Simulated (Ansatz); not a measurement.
# Nb2SnB2O: the cost of one run

Computed with Ansatz 0.2.0 (DFT PBE, scalar-relativistic, plane waves, PAW, unless a step names another level, unless a step's input says otherwise).

3 further runs of the same task are left out: 1 that didn't finish, 2 set aside as unsound or not needed.

**1. Starting point**

It takes space group I4/mmm (No. 139, tetragonal). Conventional cell: a = 4.383 Å, b = 4.383 Å, c = 9.769 Å, α = 90.00°, β = 90.00°, γ = 90.00°. Nb (site symmetry 4mm) is surrounded by 1 O at 1.97 Å and 4 B at 2.24 Å. Sn (site symmetry 4/mmm) is surrounded by 2 Nb at 2.92 Å and 4 O at 3.10 Å and 8 B at 3.28 Å. Around B (site symmetry -4m2) lie 4 Nb at 2.24 Å. Around O (site symmetry 4/mmm) lie 2 Nb at 1.97 Å.

As a file:

```
Nb Sn B O
1.0
    -2.19135    2.19135    4.88433
     2.19135   -2.19135    4.88433
     2.19135    2.19135   -4.88433
Nb Sn B O
2 1 2 1
Cartesian
  0.0000 0.0000 6.8515
  0.0000 0.0000 2.9172
  0.0000 0.0000 0.0000
  0.0000 2.1914 2.4422
  2.1914 0.0000 2.4422
  0.0000 0.0000 4.8843
```

It came out lowest among 25 distinct ends of the trial cells. At a tolerance of 0.05 Å it has space group I4/mmm (No. 139).

**2. Relaxing to 0.001 eV/Å, on the response runs' mesh and smearing**

Contents of input.yaml:

```yaml
crystal:
  lattice:
    - [-2.1913544375, 2.1913544375, 4.8843257148]
    - [2.1913544375, -2.1913544375, 4.8843257148]
    - [2.1913544375, 2.1913544375, -4.8843257148]
  atoms:
    - { symbol: Nb, position: [0.7013720841, 0.7013720841, 0.0] }
    - { symbol: Nb, position: [0.2986279159, 0.2986279159, 0.0] }
    - { symbol: Sn, position: [0.0, 0.0, 0.0] }
    - { symbol: B, position: [0.75, 0.25, 0.5] }
    - { symbol: B, position: [0.25, 0.75, 0.5] }
    - { symbol: O, position: [0.5, 0.5, 0.0] }
basis:
  ecutwfc: 420
kpoints:
  mp_grid: { grid: [10, 10, 10] }
hamiltonian:
  xc: pbe
scf:
  occupations: { method: gaussian, width: 0.1 }
output:
  forces: true
  stress: true
  eigenvalues: true
relax:
  adjacent_minimum: "off"
  f_tol: 0.001
  max_steps: 60
  cell: { stress_tol: 0.01 }
```

Run with:

```
$ ansatz run input.yaml --threads 3 --pin off --max-ram 7680MiB --backend cpu --events-out ev --progress --plain --runs-dir out
```

What time and memory should one allow on 3 threads of Arm Neoverse V1, shared host?

About 28 s, with a peak of 0.6 GiB.
